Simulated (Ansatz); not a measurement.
What does this script print? It uses the Ansatz DFT code, driven from Python.

`run_scan.py`
```python
"""Potential curve of C2H6AlN along one bond."""

import ansatz as az
from ase import Atoms
import numpy as np


def main() -> None:
    atoms = Atoms(["C", "Al", "C", "N", "H", "H", "H", "H", "H", "H"], positions=[
        (-1.5566, 0.5945, -0.5152),
        (-0.2088, -0.7789, -0.5178),
        (1.4137, -0.5107, 0.5024),
        (1.6915, 0.5809, 1.1769),
        (-1.1754, 1.5708, -0.9532),
        (-1.9596, 0.8306, 0.5081),
        (-2.4293, 0.3157, -1.1558),
        (-0.385, -2.1056, -1.353),
        (2.2117, -1.2693, 0.5616),
        (2.481, 0.7208, 1.749),
    ])
    geometry = az.Crystal.molecule_from_ase(atoms)

    symbols = [site.symbol for site in geometry.cartesian_sites]
    start = np.array([site.position_ang for site in geometry.cartesian_sites])
    axis = (start[9] - start[3]) / np.linalg.norm(start[9] - start[3])
    moving = [9]
    lengths, energies = [0.867, 0.906, 0.946, 0.985, 1.024, 1.064, 1.103, 1.162], []
    for length in lengths:
        xyz = start.copy()
        xyz[moving] += (length - np.linalg.norm(start[9] - start[3])) * axis
        point = az.Crystal.molecule()
        for symbol, place in zip(symbols, xyz):
            point = point.atom(symbol, place.tolist())
        calc = (
            point.calculation()
            .basis(gaussian="cc-pVDZ")
            .correlation("mp2")
        )
        rep = calc.run(threads=1).report
        energies.append(rep["free_energy_ev"])
        print(f"r = {length:6.3f} A  E = {energies[-1]:.5f} eV  <S^2> = {abs(rep['mean_field']['state']['spin_squared']):.3f}")

    # quartic fit about the minimum
    fit = np.polynomial.Polynomial.fit(lengths, np.array(energies) - min(energies), 4).convert()
    roots = [r.real for r in fit.deriv().roots() if abs(r.imag) < 1e-9 and fit.deriv(2)(r.real) > 0]
    r_e = min(roots, key=lambda r: abs(r - lengths[int(np.argmin(energies))]))
    print(f"minimum of the fit at {r_e:.4f} A, force constant {fit.deriv(2)(r_e):.2f} eV/A^2")


if __name__ == "__main__":
    main()
```

```console
$ python run_scan.py
r =  0.867 A  E = -10232.36285 eV  <S^2> = 0.000
r =  0.906 A  E = -10232.73615 eV  <S^2> = 0.000
r =  0.946 A  E = -10232.97616 eV  <S^2> = 0.000
r =  0.985 A  E = -10233.10127 eV  <S^2> = 0.000
r =  1.024 A  E = -10233.14277 eV  <S^2> = 0.000
r =  1.064 A  E = -10233.11828 eV  <S^2> = 0.000
r =  1.103 A  E = -10233.04450 eV  <S^2> = 0.000
r =  1.162 A  E = -10232.86572 eV  <S^2> = 0.000
minimum of the fit at 1.0277 A, force constant 41.00 eV/A^2
```

Reading the output:
- The settings weren't tested for convergence.
- The rest of the molecule is held rigid at a force-field or estimated start geometry, and the basis set is modest; single-reference methods fail as a bond breaks.
- The orbitals are restricted, so S² is zero by construction.
- S² is that of the Hartree-Fock reference.
- Finished in 9.6 s on 1 thread of Arm Neoverse V1 (shared host), peak memory 0.22 GiB.
